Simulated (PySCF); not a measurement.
# SeOCl₂: structure of the singlet

Where does singlet SeOCl₂ go from a PBE0 minimum start, is the end point a minimum, and what are its modes, charges and moments?

Method: PBE0, basis Se def2-TZVP, O def2-TZVP, Cl def2-TZVP, no relativity, density fitting; program: PySCF 2.14.0.

### 1 The system as given

4 atoms, charge 0, spin multiplicity 1.

Bond lengths: Se1–O2 1.590 Å, Se1–Cl3 2.199 Å, Se1–Cl4 2.199 Å. Angles: O2–Se1–Cl3 105.8°, O2–Se1–Cl4 105.8°, Cl3–Se1–Cl4 97.2°.

Coordinates in bohr (charge 0 multiplicity 1):
```
Se    0.0000   -1.0727    0.0000
O     2.9601   -1.5936    0.0000
Cl   -0.6770    1.5902    3.1181
Cl   -0.6770    1.5902   -3.1181
```

### 2 First SCF at the start

The steps below are one call of a driver around PySCF. For each, scf.py gives the equivalent set-up of the SCF; relaxations use the driver's own optimiser. After this first run the driver tries any further starts and a stability analysis.

Contents of scf.py:

```python
from pyscf import gto, scf, dft
mol = gto.M(atom='''
Se     0.000000    -0.567650     0.000000
O      1.566420    -0.843290    -0.000000
Cl    -0.358240     0.841500     1.650010
Cl    -0.358240     0.841500    -1.650010''',
    basis={'Se': 'def2-TZVP', 'O': 'def2-TZVP', 'Cl': 'def2-TZVP'},
    charge=0, spin=0)
mf = dft.RKS(mol, xc='PBE0')
mf.grids.atom_grid = (50, 194)
aux = {'Se': 'def2-universal-JKFIT', 'O': 'def2-universal-JKFIT', 'Cl': 'def2-universal-JKFIT'}
mf = mf.density_fit(auxbasis=aux)
mf.conv_tol = 1e-08
mf.diis_space = 10
mf.max_cycle = 60
mf.init_guess = 'minao'
mf.verbose = 4
mf.kernel()
```

The run is started by

```bash
$ OMP_NUM_THREADS=4 python axn.py task.json out
```

Output:

```text
init E= -3396.16796316675
  HOMO = -0.326741097875135  LUMO = -0.115540388967791  gap/eV = 5.74706
cycle= 1 E= -3396.33858881677  delta_E= -0.171  |g|= 1.07  |ddm|= 2.25
  HOMO = -0.245421969842483  LUMO = -0.106328831208677  gap/eV = 3.78492
cycle= 2 E= -3393.98176780472  delta_E= 2.36  |g|= 3.29  |ddm|= 2.67
  HOMO = -0.308189973691753  LUMO = -0.115739775696523  gap/eV = 5.23684
cycle= 3 E= -3396.45015351731  delta_E= -2.47  |g|= 0.645  |ddm|= 2.34
  HOMO = -0.313298516437626  LUMO = -0.0986019119151442  gap/eV = 5.84219
cycle= 4 E= -3396.55100119804  delta_E= -0.101  |g|= 0.194  |ddm|= 0.675
  HOMO = -0.328352015379128  LUMO = -0.107511902841685  gap/eV = 6.00937
cycle= 5 E= -3396.55933751334  delta_E= -0.00834  |g|= 0.0391  |ddm|= 0.169
  HOMO = -0.325824526994452  LUMO = -0.102719969833692  gap/eV = 6.07098
cycle= 6 E= -3396.55969430118  delta_E= -0.000357  |g|= 0.0147  |ddm|= 0.0337
  HOMO = -0.326775767673323  LUMO = -0.103216804671579  gap/eV = 6.08335
cycle= 7 E= -3396.55974746153  delta_E= -5.32e-05  |g|= 0.00165  |ddm|= 0.00977
  HOMO = -0.326848921821651  LUMO = -0.103141907306764  gap/eV = 6.08738
cycle= 8 E= -3396.55974816657  delta_E= -7.05e-07  |g|= 0.000715  |ddm|= 0.00249
  HOMO = -0.326857801796366  LUMO = -0.103171148375623  gap/eV = 6.08682
cycle= 9 E= -3396.55974830006  delta_E= -1.33e-07  |g|= 0.000186  |ddm|= 0.000535
  HOMO = -0.326844677033421  LUMO = -0.103164072893452  gap/eV = 6.08666
cycle= 10 E= -3396.55974830911  delta_E= -9.06e-09  |g|= 5.57e-05  |ddm|= 0.000187
  HOMO = -0.326842468091213  LUMO = -0.103168373174839  gap/eV = 6.08648
Extra cycle  E= -3396.559748307  delta_E= 2.11e-09  |g|= 0.000119  |ddm|= 0.00011
converged SCF energy = -3396.559748307
```

This step, with its further starts and checks, took 8.5 s on 4 threads of Intel Xeon 6975P-C (Granite Rapids), shared host.

The test of internal stability found no lower closed-shell solution.

### 3 Relaxing the singlet from the PBE0 minimum start

The program finds Cs symmetry in the start, which this walk keeps. The walk stops when the largest gradient is under 0.0003 Eh/bohr and the energy has settled too.

scf.py: that of step 2 with these lines changed.

```diff
@@ -3,4 +3,4 @@
-Se     0.000000    -0.567650     0.000000
-O      1.566420    -0.843290    -0.000000
-Cl    -0.358240     0.841500     1.650010
-Cl    -0.358240     0.841500    -1.650010''',
+Se    -0.000002    -0.567648     0.000000
+O      1.566418    -0.843288     0.000000
+Cl    -0.358242     0.841502     1.650010
+Cl    -0.358242     0.841502    -1.650010''',
@@ -16 +15,0 @@
-mf.init_guess = 'minao'
```

The optimiser's trace:

| step | energy (Eh) | change (kJ/mol) | largest symmetric gradient (Eh/bohr) |
| --- | --- | --- | --- |
| 0 | -3396.559748 | 0.00 | 0.00043 |
| 1 | -3396.559749 | 0.00 | 0.00013 |

The walk took 3.8 s.

Positions (Å) and forces (eV/Å) along the way:

```
step 0
Se   0.000  -0.568   0.000  -0.002   0.022   0.000
O    1.566  -0.843   0.000   0.005  -0.003   0.000
Cl  -0.358   0.842   1.650  -0.001  -0.009   0.002
Cl  -0.358   0.842  -1.650  -0.001  -0.009  -0.002
step 1
Se   0.000  -0.566   0.000  -0.004  -0.007   0.000
O    1.566  -0.844   0.000   0.003   0.006   0.000
Cl  -0.358   0.841   1.651   0.001   0.001   0.004
Cl  -0.358   0.841  -1.651   0.001   0.001  -0.004
```

After 1 steps and 0.0 kJ/mol it ends at Cs: Se–Cl 2.199 Å (×2), Se–O 1.591 Å; Cl–Se–Cl 97.4°, Cl–Se–O 105.8° (×2).

### 4 Vibrations and properties at this point

The point is checked on the finer grid, and tightened if its gradient asks for it. The Hessian and the dipole derivatives come from central differences of analytic gradients, with steps of 0.02 bohr.

scf.py: that of step 3 with these lines changed.

```diff
@@ -3,4 +3,4 @@
-Se    -0.000002    -0.567648     0.000000
-O      1.566418    -0.843288     0.000000
-Cl    -0.358242     0.841502     1.650010
-Cl    -0.358242     0.841502    -1.650010''',
+Se     0.000117    -0.567771     0.000000
+O      1.566419    -0.844075     0.000000
+Cl    -0.358422     0.840903     1.650277
+Cl    -0.358422     0.840903    -1.650277''',
@@ -10 +10 @@
-mf.grids.atom_grid = (50, 194)
+mf.grids.atom_grid = (75, 302)
@@ -13 +13 @@
-mf.conv_tol = 1e-08
+mf.conv_tol = 1e-10
```

This SCF starts from the last density.

SCF at the final geometry:

```text
init E= -3396.55977702003
  HOMO = -0.326811818260772  LUMO = -0.103190756266685  gap/eV = 6.08504
cycle= 1 E= -3396.55977702001  delta_E= 2.09e-11  |g|= 8.86e-06  |ddm|= 7.91e-06
  HOMO = -0.32681328745683  LUMO = -0.103191028596014  gap/eV = 6.08507
Extra cycle  E= -3396.5597770199  delta_E= 1.06e-10  |g|= 2.47e-05  |ddm|= 2.1e-05
converged SCF energy = -3396.5597770199
```

The whole step took 46 s.

Geometry: Cs; Se–Cl 2.199 Å (×2), Se–O 1.590 Å; Cl–Se–Cl 97.3°, Cl–Se–O 105.8° (×2).

Harmonic modes (main isotopes):

| symmetry | ω (cm⁻¹) | IR (km/mol) |
| --- | --- | --- |
| a' | 150 | 0.4 |
| a'' | 241 | 0.4 |
| a' | 273 | 6.8 |
| a'' | 368 | 119 |
| a' | 397 | 54.0 |
| a' | 1044 | 101 |

No imaginary mode, so this is a minimum.

Constants and moments:

* Dipole moment: 2.23 D
* Highest occupied level: -8.89 eV
* Lowest empty level: -2.81 eV
* Rotational constants: 0.125, 0.0797, 0.0554 cm⁻¹
* Zero-point energy: 14.8 kJ/mol
* Principal polarisabilities: 36.8, 58.1, 68.2 bohr³
* Atomisation energy without zero-point energy: 896 kJ/mol
* Principal traceless quadrupole moments about the centre of mass: -5.81, 1.27, 4.54 D Å
* Entropy at 298.15 K and 1 bar: 321.8 J/(mol K)
* Heat capacity Cp at 298.15 K: 69.9 J/(mol K)
* Enthalpy at 298.15 K above 0 K: 15.91 kJ/mol
* Rotational symmetry number: 1

Populations by atom (charges in e):

| atom | Mulliken | Löwdin | polar tensor | Mayer order to Se1 |
| --- | --- | --- | --- | --- |
| Se1 | 0.79 | 0.30 | 1.57 | – |
| O2 | -0.43 | -0.33 | -0.58 | 1.83 |
| Cl3,4 | -0.18 | 0.02 | -0.49 | 1.01 |

Mulliken populations on Se1: s 7.84, p 14.81, d 10.49, f 0.07.

### 5 Results

| quantity | value |
| --- | --- |
| minimum | singlet, Cs |
| geometry | Se–Cl 2.199 Å (×2), Se–O 1.590 Å; Cl–Se–Cl 97.3°, Cl–Se–O 105.8° (×2) |
| wavenumbers (cm⁻¹) | 150 (a'), 241 (a''), 273 (a'), 368 (a''), 397 (a'), 1044 (a') |
| dipole moment | 2.23 D |
| highest occupied, lowest empty level | -8.89, -2.81 eV |
| polar-tensor charge of Se1 | +1.57 e |
| zero-point energy | 14.8 kJ/mol |
| entropy at 298.15 K | 321.8 J/(mol K) |
| atomisation energy (no zero-point energy) | 896 kJ/mol |

What this shows: The PBE0 minimum start keeps its Cs symmetry and ends in a minimum. In the infrared the band at 368 cm⁻¹ (a'', stretch) leads. Other starts or spin states, not run here, may lie lower.

The search up to here took 59 s.
